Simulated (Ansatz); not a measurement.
HfIn4SiO6:

```
Hf In Si O
1.0
     2.71585   -4.70357    0.00833
     2.71585    4.70357    0.00833
    -1.87915    0.00000    7.40127
Hf In Si O
1 4 1 6
Direct
  0.78835 0.21165 0.00000
  0.62175 0.37825 0.50000
  0.45502 0.54498 0.00000
  0.28407 0.71593 0.50000
  0.95814 0.04186 0.50000
  0.12168 0.87832 0.00000
  0.06219 0.11415 0.86666
  0.88585 0.93781 0.13334
  0.79490 0.53784 0.86663
  0.46216 0.20510 0.13337
  0.15352 0.62879 0.13333
  0.37121 0.84648 0.86667
```

The cell was built by a generator and needn't be a form met in nature.

```yaml
Program: Ansatz 0.2.0
Task: relaxation of cell and atoms
Functional: PBE
Dispersion: D3(BJ)-ATM
Potentials_or_basis: Ansatz PAW
Cutoff: "420 eV (not typed: the program's choice for these potentials)"
k_mesh: 4 × 4 × 3
Occupations: fermi-dirac, width 0.05 eV
Spin: no spin polarisation
```

At the start: volume 15.77 Å³/atom.

Question: How do energy, volume and symmetry change on relaxing?

Answer: It ends after 8 steps and the volume is 15.28 Å³/atom (-3.1 %); space group C2 (No. 5, to 0.05 Å).

Step by step:
| step | energy change (eV) | largest force (eV/Å) | volume (Å³) |
| --- | --- | --- | --- |
| 1 | 0.0000 | 0.0797 | 189.24 |
| 2 | -0.0423 | 0.2369 | 180.50 |
| 3 | -0.0594 | 0.0816 | 183.91 |
| 4 | -0.0610 | 0.0441 | 183.79 |
| 5 | -0.0617 | 0.0075 | 183.64 |
| 6 | -0.0479 | 0.0077 | 183.64 |
| 7 | -0.0489 | 0.0032 | 183.35 |
| 8 | -0.0480 | 0.0033 | 183.35 |

Final structure:
```yaml
crystal:
  lattice:
    - [2.69674, -4.67062, 0.00932]
    - [2.69674, 4.67062, 0.00932]
    - [-1.86282, 0.00000, 7.27179]
  atoms:
    - { symbol: Hf, position: [0.78826, 0.21174, 0.00000] }
    - { symbol: In, position: [0.62109, 0.37891, 0.50000] }
    - { symbol: In, position: [0.45491, 0.54509, 0.00000] }
    - { symbol: In, position: [0.28553, 0.71447, 0.50000] }
    - { symbol: In, position: [0.95787, 0.04213, 0.50000] }
    - { symbol: Si, position: [0.12160, 0.87840, 0.00000] }
    - { symbol: O, position: [0.06069, 0.11234, 0.86374] }
    - { symbol: O, position: [0.88766, 0.93931, 0.13626] }
    - { symbol: O, position: [0.79477, 0.53715, 0.86374] }
    - { symbol: O, position: [0.46285, 0.20523, 0.13626] }
    - { symbol: O, position: [0.15363, 0.63003, 0.13614] }
    - { symbol: O, position: [0.36997, 0.84637, 0.86386] }
```

Caveat: the plane-wave basis is chosen anew once the cell has moved, so the energies of steps on either side of that aren't comparable; the pressure holds a Pulay correction of +0.5 GPa for the finite cutoff; pairwise dispersion overbinds metals, which lowers pressure and volume.
